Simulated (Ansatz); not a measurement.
# CH3Br2In: trial inputs and their diagnosis

4 inputs were typed for CH3Br2In. Each is run as it stands; the log then has to tell whether the result can be used.

Method: the settings change from run to run; program: Ansatz 0.2.0, Gaussian basis.

## (1) The geometry

The geometry comes from an earlier relaxation with PBE0-D4 in a triple-zeta def2 set; it is a stationary point, not always the lowest conformer. In takes a core potential in def2 sets; no spin-orbit term is included.

SMILES `[CH3][In]([Br])[Br]`, 7 atoms, charge 0, spin multiplicity 1.

Atoms are counted from 1 here; the program's logs count them from 0.

Bond lengths: C1–In2 2.130 Å, C1–H5 1.088 Å, C1–H6 1.089 Å, C1–H7 1.090 Å, In2–Br3 2.465 Å, In2–Br4 2.465 Å. Angles: In2–C1–H5 109.4°, In2–C1–H6 109.1°, In2–C1–H7 108.5°, H5–C1–H6 110.7°, H5–C1–H7 109.8°, H6–C1–H7 109.4°, C1–In2–Br3 123.7°, C1–In2–Br4 123.9°, Br3–In2–Br4 112.4°.

Coordinates:

```xyz
7
CH3Br2In
C    -0.1424    1.1422   -0.0546
In    0.1119   -0.9695    0.0519
Br    1.9506   -2.0646    1.2755
Br   -1.3876   -2.5913   -1.0424
H    -1.1758    1.3688   -0.3109
H     0.1208    1.5824    0.9060
H     0.5225    1.5321   -0.8255
```

## (2) Try 1

in.yaml reads:

```yaml
crystal:
  periodic: [false, false, false]
  atoms:
    - {symbol: C, position_ang: [-0.142438, 1.142188, -0.054609]}
    - {symbol: In, position_ang: [0.111899, -0.969539, 0.051927]}
    - {symbol: Br, position_ang: [1.950649, -2.064622, 1.275482]}
    - {symbol: Br, position_ang: [-1.387566, -2.591290, -1.042422]}
    - {symbol: H, position_ang: [-1.175792, 1.368759, -0.310854]}
    - {symbol: H, position_ang: [0.120778, 1.582397, 0.905998]}
    - {symbol: H, position_ang: [0.522471, 1.532107, -0.825512]}
basis:
  gaussian: {orbitals: def2-mTZVP, fitting: {mean_field: cc-pVTZ-jkfit}}
hamiltonian: {xc: {name: B3LYP}, dispersion: d4}
```

Run with:

```sh
$ ansatz run in.yaml --threads 4 --pin off --events-out ev --progress --plain --max-ram 10444MiB
```

Output:

```text
Functional definition: B3LYP
  name "B3LYP"
  cite "Stephens, Devlin, Chabalowski & Frisch, J. Phys. Chem. 98, 11623 (1994) doi:10.1021/j100096a001"
  cite "Becke, Phys. Rev. A 38, 3098 (1988) doi:10.1103/PhysRevA.38.3098"
  cite "Lee, Yang & Parr, Phys. Rev. B 37, 785 (1988) doi:10.1103/PhysRevB.37.785"
  cite "Vosko, Wilk & Nusair, Can. J. Phys. 58, 1200 (1980) doi:10.1139/p80-159"
  parameter a0 = 0.2
  parameter ax = 0.72
  parameter ac = 0.81
  exchange = (1 - a0 - ax)*slater_x + ax*b88_x + a0*exact_x
  correlation = (1 - ac)*vwn_rpa_c + ac*lyp_c
Error: <dir> the basis set cc-pVTZ-JKFIT has no functions for In
```

It took 0.05 s on 4 threads of AMD EPYC 9R45, shared host.

What is wrong: The program refused the input. The fitting set named has no entry for an element of this molecule. Cure: leave the fitting key out, or name a set that covers all elements and suits the basis.

## (3) Try 2

in.yaml reads:

```yaml
crystal:
  periodic: [false, false, false]
  atoms:
    - {symbol: C, position_ang: [-0.142438, 1.142188, -0.054609]}
    - {symbol: In, position_ang: [0.111899, -0.969539, 0.051927]}
    - {symbol: Br, position_ang: [1.950649, -2.064622, 1.275482]}
    - {symbol: Br, position_ang: [-1.387566, -2.591290, -1.042422]}
    - {symbol: H, position_ang: [-1.175792, 1.368759, -0.310854]}
    - {symbol: H, position_ang: [0.120778, 1.582397, 0.905998]}
    - {symbol: H, position_ang: [0.522471, 1.532107, -0.825512]}
basis:
  gaussian: {orbitals: def2-TZVP, final_grid: {core_spheres: 1, valence_spheres: 1, degree: 5}}
hamiltonian: {xc: {name: PBE}}
output: {forces: true}
```

Same command.

Output, shortened:

```text
Functional definition: PBE
  name "PBE"
  cite "Perdew, Burke & Ernzerhof, Phys. Rev. Lett. 77, 3865 (1996) doi:10.1103/PhysRevLett.77.3865"
  parent pbe
[...]
1452 factors; their error is unknown
[...]
mean field -146360.21715926 eV, -5378.6387740843 hartree, gradient 4.9e-5 eV, S^2 0.000000; 0 other end points of the search recorded, 0 dependent functions left out
[...]
reference -146360.21730326 eV, -5378.6387793762 hartree; 50, 50 occupied and 145, 145 virtual orbitals, 1452 factors
Total energy: -146360.21730326 eV, -5378.6387793762 hartree
Atom 0 at    -0.142438     1.142188    -0.054609 Å, force    -0.863054    -7.388409    -1.222810 eV/Å
Atom 1 at     0.111899    -0.969539     0.051927 Å, force    -0.112641     3.579139     0.993073 eV/Å
Atom 2 at     1.950649    -2.064622     1.275482 Å, force    -5.259132     1.079612    -3.915907 eV/Å
Atom 3 at    -1.387566    -2.591290    -1.042422 Å, force     4.895511     3.276567     2.985313 eV/Å
Atom 4 at    -1.175792     1.368759    -0.310854 Å, force     4.851795     0.066010     1.095420 eV/Å
Atom 5 at     0.120778     1.582397     0.905998 Å, force    -0.488376     0.208567    -3.797877 eV/Å
Atom 6 at     0.522471     1.532107    -0.825512 Å, force    -3.024102    -0.821485     3.862789 eV/Å
Dipole moment:     0.044296    -0.231255    -0.005402 e Å
```

Wall time 1.1 s (4 threads of AMD EPYC 9R45, shared host); peak memory 0.48 GiB.

**Diagnosis.** It ended without an error, which proves nothing about the input. The integration grid is far too coarse. Its energy carries the error of the grid. To mend it, drop final_grid and take the default grid.

## (4) Try 3

in.yaml reads:

```yaml
crystal:
  periodic: [true, true, true]
  atoms:
    - {symbol: C, position_ang: [-0.142438, 1.142188, -0.054609]}
    - {symbol: In, position_ang: [0.111899, -0.969539, 0.051927]}
    - {symbol: Br, position_ang: [1.950649, -2.064622, 1.275482]}
    - {symbol: Br, position_ang: [-1.387566, -2.591290, -1.042422]}
    - {symbol: H, position_ang: [-1.175792, 1.368759, -0.310854]}
    - {symbol: H, position_ang: [0.120778, 1.582397, 0.905998]}
    - {symbol: H, position_ang: [0.522471, 1.532107, -0.825512]}
basis:
  gaussian: {orbitals: def2-mTZVP, point_charges: [{charge: 1.00, position_ang: [5.130, 0.761, -0.452]}]}
total_charge: 1
magnetization: {spin_polarized: true, initial_magnetization: 1}
hamiltonian: {xc: {name: B2PLYP}}
scf: {lower_state_search: off}
output: {forces: true}
```

Launched as before.

Output:

```text
Error: YAML parse error: error: line 2 column 3: crystal: missing field `lattice` (a structure is typed as `lattice` and `atoms`, a molecule's as `atoms` in Å alone, or read from a run's directory, `checkpoint`)
 --> <input>:2:3
  |
1 | crystal:
2 |   periodic: [true, true, true]
  |   ^ crystal: missing field `lattice` (a structure is typed as `lattice` and `atoms`, a molecule's as `atoms` in Å alone, or read from a run's directory, `checkpoint`)
3 |   atoms:
4 |     - {symbol: C, position_ang: [-0.142438, 1.142188, -0.054609]}
  |
```

Run time: 0.05 s. Hardware: 4 threads of AMD EPYC 9R45, shared host.

Diagnosis: Refused before any calculation. The molecule is marked periodic without a cell. It also asks for charge 1 and multiplicity 2, another species or state than the molecule above. To mend it, set periodic to false, or give a lattice, and remove the point charge, and set charge and spin to those of the species named.

## (5) Try 4

in.yaml reads:

```yaml
crystal:
  periodic: [false, false, false]
  atoms:
    - {symbol: C, position_ang: [-0.142438, 1.142188, -0.054609]}
    - {symbol: In, position_ang: [0.111899, -0.969539, 0.051927]}
    - {symbol: Br, position_ang: [1.950649, -2.064622, 1.275482]}
    - {symbol: Br, position_ang: [-1.387566, -2.591290, -1.042422]}
    - {symbol: H, position_ang: [-1.175792, 1.368759, -0.310854]}
    - {symbol: H, position_ang: [0.120778, 1.582397, 0.905998]}
    - {symbol: H, position_ang: [0.522471, 1.532107, -0.825512]}
basis:
  gaussian: {orbitals: def2-TZVPPP, final_grid: {core_spheres: 5, valence_spheres: 4, degree: 11}}
total_charge: 1
magnetization: {spin_polarized: true, initial_magnetization: 1}
hamiltonian: {xc: {name: PBE}, dispersion: d3bjatm}
scf: {lower_state_search: light}
output: {forces: true}
```

The command is unchanged.

Output:

```text
Error: <dir> can't be read: No such file or directory (os error 2)
```

Wall time 0.05 s (4 threads of AMD EPYC 9R45, shared host).

Diagnosis: The run ended at the input check. Its message: «<dir> can't be read: No such file or directory (os error 2)» The program finds no basis under the name given. Remedy: choose a basis that the program's library holds for every element. The input also asks for charge 1 and multiplicity 2, not those of the species named; set them back first.

## (6) How the tries ended

| try | level | ended | cause | time |
| --- | --- | --- | --- | --- |
| 1 | B3LYP/def2-mTZVP | refused | the fitting set named has no entry for an element of this molecule | 0.05 s |
| 2 | PBE/def2-TZVP | converged | the integration grid is far too coarse | 1.1 s |
| 3 | B2PLYP/def2-mTZVP | refused | the molecule is marked periodic without a cell | 0.05 s |
| 4 | PBE/def2-TZVPPP | refused | the program finds no basis under the name given | 0.05 s |

3 refused, 1 converged. A refusal costs next to no computing time. The dangerous case is the input that converges on a wrong geometry, charge, spin, basis or grid: often only a look at the input shows it.
